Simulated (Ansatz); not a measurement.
# KP4: the cost of one run

Method: DFT PBE, scalar-relativistic, plane waves, PAW, in Ansatz 0.2.0.

## (1) Starting point

It takes space group Cmmm (No. 65, orthorhombic). Conventional cell: a = 3.333 Å, b = 10.925 Å, c = 3.466 Å, α = 90.00°, β = 90.00°, γ = 90.00°. Around K (site symmetry mmm) lie 12 P at 2.61 to 2.70 Å. P (site symmetry m2m) is surrounded by 3 P at 2.05 Å and 4 K at 2.61 Å. Around P (site symmetry m2m) lie 4 P at 2.05 Å and 2 K at 2.70 Å.

Coordinates:

```cif
data_structure
_symmetry_space_group_name_H-M 'P 1'
_symmetry_Int_Tables_number 1
_cell_length_a 5.7108
_cell_length_b 5.7108
_cell_length_c 3.4663
_cell_angle_alpha 90.000
_cell_angle_beta 90.000
_cell_angle_gamma 146.072
_cell_volume 63.10
loop_
_atom_site_label
_atom_site_type_symbol
_atom_site_fract_x
_atom_site_fract_y
_atom_site_fract_z
_atom_site_occupancy
K1 K 0.50000 0.50000 0.00000 1
P1 P 0.09403 0.90597 0.50000 1
P2 P 0.90597 0.09403 0.50000 1
P3 P 0.19500 0.80500 0.00000 1
P4 P 0.80500 0.19500 0.00000 1
```

Recipe of the guess: 3-, 4-connected net of one element, guests in its cages (Cmmm, No. 65). Its size is a rough estimate.

## (2) Probe: one point on a coarse mesh

Input file input.yaml:

```yaml
crystal:
  lattice:
    - [1.6662545, -5.46229142, 0.0]
    - [1.6662545, 5.46229142, 0.0]
    - [0.0, 0.0, 3.46627872]
  atoms:
    - { symbol: K, position: [0.5, 0.5, 0.0] }
    - { symbol: P, position: [0.09402612, 0.90597388, 0.5] }
    - { symbol: P, position: [0.90597388, 0.09402612, 0.5] }
    - { symbol: P, position: [0.1949989, 0.8050011, 0.0] }
    - { symbol: P, position: [0.8050011, 0.1949989, 0.0] }
basis:
  ecutwfc: 420
kpoints:
  mp_grid: { grid: [6, 6, 6] }
hamiltonian:
  xc: pbe
scf:
  occupations: { method: gaussian, width: 0.1 }
  lower_state_search: "off"
output:
  forces: true
  stress: true
  eigenvalues: true
```

Run with:

```sh
$ ansatz run input.yaml --threads 1 --pin off --max-ram 2560MiB --backend cpu --events-out ev --progress --plain --runs-dir out
```

**Question.** How long does this run take on 1 thread of AMD EPYC 9R14 (Zen 4), shared host, and how much memory does it need?

About 2 s, with a peak of 0.41 GiB.
